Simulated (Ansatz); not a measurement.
# TiB2: pressure up to the limit of the methods

The task here is to estimate one member of a computed series from the others.

Computed with Ansatz 0.2.0 (DFT PBEsol, with the methods named in each step, unless a step's input says otherwise).

## The structure to begin with

The structure is hexagonal, space group P6/mmm (No. 191). The conventional cell has a = 3.036 Å, b = 3.036 Å, c = 3.213 Å, α = 90.00°, β = 90.00°, γ = 120.00°. Ti (site symmetry 6/mmm) has 12 B at 2.38 Å in its first shell of neighbours. Around B (site symmetry -6m2) lie 3 B at 1.75 Å and 6 Ti at 2.38 Å.

Structure file:

```
CELL_PARAMETERS angstrom
3.03625 0.00000 0.00000
-1.51813 2.62947 0.00000
0.00000 0.00000 3.21342
ATOMIC_POSITIONS crystal
Ti 0.00000 0.00000 0.00000
B 0.33333 0.66667 0.50000
B 0.66667 0.33333 0.50000
```

Whether this phase is the stable one at these pressures isn't tested.

Atoms are numbered in the order of the input: Ti1, B2, B3.

Set-up of the first run:

input.yaml reads:

```yaml
crystal:
  lattice:
    - [3.0362503519, 0.0, 0.0]
    - [-1.5181251759, 2.629469937, 0.0]
    - [0.0, 0.0, 3.213424338]
  atoms:
    - { symbol: Ti, position: [0.0, 0.0, 0.0] }
    - { symbol: B, position: [0.3333333333, 0.6666666667, 0.5] }
    - { symbol: B, position: [0.6666666667, 0.3333333333, 0.5] }
kpoints:
  mp_grid: { grid: [14, 14, 11] }
  band_path:
    path:
      - [0.0, 0.0, 0.0]
      - [0.5, 0.0, 0.0]
      - [0.3333333333, 0.3333333333, 0.0]
      - [0.0, 0.0, 0.0]
      - [0.0, 0.0, 0.5]
      - [0.5, 0.0, 0.5]
      - [0.3333333333, 0.3333333333, 0.5]
      - [0.0, 0.0, 0.5]
      - [0.5, 0.0, 0.5]
    npoints: 14
scf:
  occupations: { method: fermi_dirac, width: 0.05 }
hamiltonian:
  xc: pbesol
  pseudopotentials: { kind: all_electron, lapw: { basis_error: 0.001 } }
output:
  forces: true
  stress: true
  eigenvalues: true
  populations: true
```

Launch:

```console
$ ansatz run input.yaml --threads 1 --pin off --max-ram 3072MiB --backend cpu --events-out ev --progress --plain --runs-dir out
```

Among the steps run: The reference volume, LAPW; Volume scaled by 1, norm-conserving; Volume scaled by 0.75, LAPW; Volume scaled by 0.55, LAPW; Volume scaled by 0.45, LAPW; Volume scaled by 0.45, norm-conserving.

One table of the session follows, with a row left open; its other results are not shown here.

| method | volume over the first | volume (Å³/atom) | pressure (GPa) |
| --- | --- | --- | --- |
| LAPW | 1 | 8.552 | -5.44 |
| LAPW | 0.75 | 6.414 | 117.16 |
| LAPW | 0.55 | 4.703 | 455.29 |
| LAPW | 0.45 | 3.848 | 886.19 |
| PAW | 1 | 8.552 | -5.40 |
| PAW | 0.75 | 6.414 | 117.22 |
| PAW | 0.55 | 4.703 | 454.91 |
| PAW | 0.45 | 3.848 | 884.01 |
| norm-conserving | 1 | 8.552 | -5.01 |
| norm-conserving | 0.45 | ? | ? |

**Question.** Estimate the row for norm-conserving, 0.45.

The run gave: volume (Å³/atom): 3.848; pressure (GPa): 886.20.

Caveats from the session: Rows by PAW come from runs of the same series that aren't printed here.
